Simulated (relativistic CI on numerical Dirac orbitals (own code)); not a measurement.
# Cr⁵⁺: 2p photoemission with charge transfer

Aim: the 2p photoemission spectrum of Cr⁵⁺ in a cubic metal-ligand cluster, for 3 values of Veg.

The numbers are computed with relativistic CI on numerical Dirac orbitals (own code) version 3 (charge-transfer multiplet model of a cubic metal-ligand cluster with up to 2 ligand holes, Slater and spin-orbit integrals from Dirac-Coulomb-Breit ions, Slater integrals scaled by 0.8), except any that are marked as measured or tabulated.

### 1 What is computed

```
ion                  : Cr⁵⁺ (Cr VI)
nuclear charge       : 24
electrons            : 19
d electrons          : 1
ligand holes at most : 2
parameters           : in eV; Veg, Vt2g hoppings, tenDq and tenDqL metal and ligand splittings (negative tenDq: tetrahedral), red the scaling of hopping with a core hole
temperature          : 300 K
widths               : Lorentz 0.6 eV, Gauss 0.8 eV
```

### 2 Veg = 1.4 eV

Settings of the run:

```ini
cluster ion=Cr5+ d1 ligand_holes=2 slater_scale=0.8
Delta=-1.6 Udd=5.4 Upd=7 tenDq=-0.3 tenDqL=0 Veg=1.4 Vt2g=-2.38 red=1
spectrum xps 2p T=300 lorentz=0.6 gauss=0.8
```

Launch:

```sh
python run_levels.py task.json out
```

The settings of every run stand in task.json; they run in order.

### 3 Veg = 0.5 eV

Settings of the run:

```ini
cluster ion=Cr5+ d1 ligand_holes=2 slater_scale=0.8
Delta=-1.6 Udd=5.4 Upd=7 tenDq=-0.3 tenDqL=0 Veg=0.5 Vt2g=-0.85 red=1
spectrum xps 2p T=300 lorentz=0.6 gauss=0.8
```

### 4 Veg = 1.1 eV

Settings of the run:

```ini
cluster ion=Cr5+ d1 ligand_holes=2 slater_scale=0.8
Delta=-1.6 Udd=5.4 Upd=7 tenDq=-0.3 tenDqL=0 Veg=1.1 Vt2g=-1.87 red=1
spectrum xps 2p T=300 lorentz=0.6 gauss=0.8
```

(Steps that only read results are left out.)

**Question.** What will these runs give? Wanted: d count; ground spin.

**Answer**, as computed:

| run | d count | weight without ligand hole | ground S | up to four highest peaks (% of the highest), eV from the first main peak |
| --- | --- | --- | --- | --- |
| Veg = 1.4 eV | 2.07 | 0.18 | 0.50 | 0.0 (100), 9.6 (49), 11.7 (12), 14.2 (12) |
| Veg = 0.5 eV | 2.05 | 0.12 | 0.50 | 0.0 (100), 1.0 (99), 7.0 (68), 9.9 (72) |
| Veg = 1.1 eV | 2.06 | 0.18 | 0.50 | 0.0 (100), 6.0 (13), 9.7 (51), 11.6 (23) |

```
                           quantity         value
                            d count  2.05 to 2.07
ground spin (effective S from ⟨S²⟩)          0.50
```

**Reading.** From Veg = 0.5 eV to Veg = 1.4 eV the ground-state d count goes from 2.05 to 2.07. In the first run the ligand-hole configurations outweigh d1 itself: the bond is strongly covalent. The space is cut at the given number of ligand holes while the last configuration still holds over a tenth of the ground state. The cluster parameters are drawn, not fitted to a compound.
